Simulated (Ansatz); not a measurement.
# Si62Sn: the cost of one run

Program: Ansatz 0.2.0. Level of theory: DFT LDA, plane waves, PAW, scalar-relativistic, no spin polarisation. These are calculated values, not measurements.

## 1. The structure to begin with

The cell holds 63 atoms (Si62Sn): a = 10.860 Å, b = 10.860 Å, c = 10.860 Å, α = 90.00°, β = 90.00°, γ = 90.00°.

The coordinates stand in the first input below.

## 2. Relaxing end A

Contents of input.yaml:

```yaml
crystal:
  lattice:
    - [10.86, 0.0, 0.0]
    - [0.0, 10.86, 0.0]
    - [0.0, 0.0, 10.86]
  atoms:
    - { symbol: Si, position: [0.503397, -0.0009787, -0.0011087] }
    - { symbol: Si, position: [0.6270925, 0.1249068, 0.1273352] }
    - { symbol: Si, position: [0.7499356, 0.2495729, 0.0016145] }
    - { symbol: Si, position: [0.8788977, 0.3799454, 0.1241547] }
    - { symbol: Si, position: [0.7457434, -0.0048383, 0.251306] }
    - { symbol: Si, position: [0.8769823, 0.1278193, 0.3683763] }
    - { symbol: Si, position: [0.004817, 0.0026929, 0.0011028] }
    - { symbol: Si, position: [0.1259704, 0.1215356, 0.1270825] }
    - { symbol: Si, position: [0.2525638, 0.251548, 0.0020209] }
    - { symbol: Si, position: [0.374416, 0.3755846, 0.1243864] }
    - { symbol: Si, position: [0.4976375, 0.5010925, -0.0056314] }
    - { symbol: Si, position: [0.6270002, 0.623081, 0.127332] }
    - { symbol: Sn, position: [0.7515095, 0.7517643, 0.0015004] }
    - { symbol: Si, position: [0.8758422, 0.8728441, 0.1247914] }
    - { symbol: Si, position: [0.2509756, 0.0057288, 0.252011] }
    - { symbol: Si, position: [0.3789743, 0.1279011, 0.3758694] }
    - { symbol: Si, position: [0.5027911, 0.2490251, 0.2526876] }
    - { symbol: Si, position: [0.6211805, 0.3751575, 0.3703527] }
    - { symbol: Si, position: [0.7473495, 0.502003, 0.2528699] }
    - { symbol: Si, position: [0.8694154, 0.6187297, 0.3721031] }
    - { symbol: Si, position: [0.5039916, 0.000751, 0.5016664] }
    - { symbol: Si, position: [0.6239818, 0.1224208, 0.6251686] }
    - { symbol: Si, position: [0.747145, 0.2513348, 0.4992137] }
    - { symbol: Si, position: [0.880085, 0.3758551, 0.6216017] }
    - { symbol: Si, position: [0.749342, -0.0022003, 0.7503] }
    - { symbol: Si, position: [0.8746075, 0.1243213, 0.8780045] }
    - { symbol: Si, position: [-0.0004925, 0.5032427, -0.0026038] }
    - { symbol: Si, position: [0.1243248, 0.6244445, 0.1262343] }
    - { symbol: Si, position: [0.2505875, 0.7556337, -0.0019545] }
    - { symbol: Si, position: [0.3725469, 0.8776016, 0.1339087] }
    - { symbol: Si, position: [-0.0006312, 0.2527199, 0.2495291] }
    - { symbol: Si, position: [0.1245241, 0.3715627, 0.3783478] }
    - { symbol: Si, position: [0.2489344, 0.5032625, 0.2509014] }
    - { symbol: Si, position: [0.3703981, 0.6248874, 0.3688902] }
    - { symbol: Si, position: [0.4991988, 0.7494499, 0.2536042] }
    - { symbol: Si, position: [0.6266452, 0.8737996, 0.3792311] }
    - { symbol: Si, position: [0.0006574, 0.002256, 0.4895042] }
    - { symbol: Si, position: [0.1272495, 0.1242585, 0.6271348] }
    - { symbol: Si, position: [0.2472993, 0.2540389, 0.4941352] }
    - { symbol: Si, position: [0.3777068, 0.3812822, 0.6225651] }
    - { symbol: Si, position: [0.4996179, 0.4962032, 0.4989192] }
    - { symbol: Si, position: [0.6186784, 0.6280597, 0.6211988] }
    - { symbol: Si, position: [0.7506838, 0.7474236, 0.502241] }
    - { symbol: Si, position: [0.876289, 0.8762387, 0.6230729] }
    - { symbol: Si, position: [0.2505233, 0.0052132, 0.7529402] }
    - { symbol: Si, position: [0.3735842, 0.1267276, 0.8707917] }
    - { symbol: Si, position: [0.5005572, 0.2553018, 0.7521945] }
    - { symbol: Si, position: [0.6250274, 0.3751557, 0.8746205] }
    - { symbol: Si, position: [0.7523354, 0.4998801, 0.7524729] }
    - { symbol: Si, position: [0.8777203, 0.624562, 0.8760337] }
    - { symbol: Si, position: [0.0008803, 0.7488947, 0.2435833] }
    - { symbol: Si, position: [0.1252649, 0.8739481, 0.3735165] }
    - { symbol: Si, position: [-0.0019406, 0.4964681, 0.4980101] }
    - { symbol: Si, position: [0.1249412, 0.6255697, 0.6242962] }
    - { symbol: Si, position: [0.2454677, 0.7514843, 0.4990413] }
    - { symbol: Si, position: [0.371736, 0.8739938, 0.6190176] }
    - { symbol: Si, position: [0.0008349, 0.2513308, 0.7451352] }
    - { symbol: Si, position: [0.1302402, 0.3808628, 0.8763712] }
    - { symbol: Si, position: [0.2473994, 0.5030679, 0.7545955] }
    - { symbol: Si, position: [0.3771057, 0.6327102, 0.8780724] }
    - { symbol: Si, position: [0.4982023, 0.7527696, 0.7455979] }
    - { symbol: Si, position: [-0.0023134, 0.7481942, 0.7509847] }
    - { symbol: Si, position: [0.1245013, 0.8708684, 0.8747641] }
total_charge: 2
basis:
  ecutwfc: 420.0
kpoints:
  mp_grid: { grid: [1, 1, 1] }
hamiltonian:
  xc: lda
  pseudopotentials: { kind: paw, azcp: { folder: soft_1 } }
scf:
  occupations: { method: gaussian, width: 0.05 }
  lower_state_search: "off"
relax:
  f_tol: 0.03
  max_steps: 60
  adjacent_minimum: "off"
```

Started as:

```bash
> ansatz run input.yaml --threads 4 --pin off --max-ram 10240MiB --backend cpu --events-out ev --progress --plain --runs-dir out
```

Q: Estimate wall time and peak memory on 4 threads of Arm Neoverse V2, shared host.

About 27 s, with a peak of 0.99 GiB.
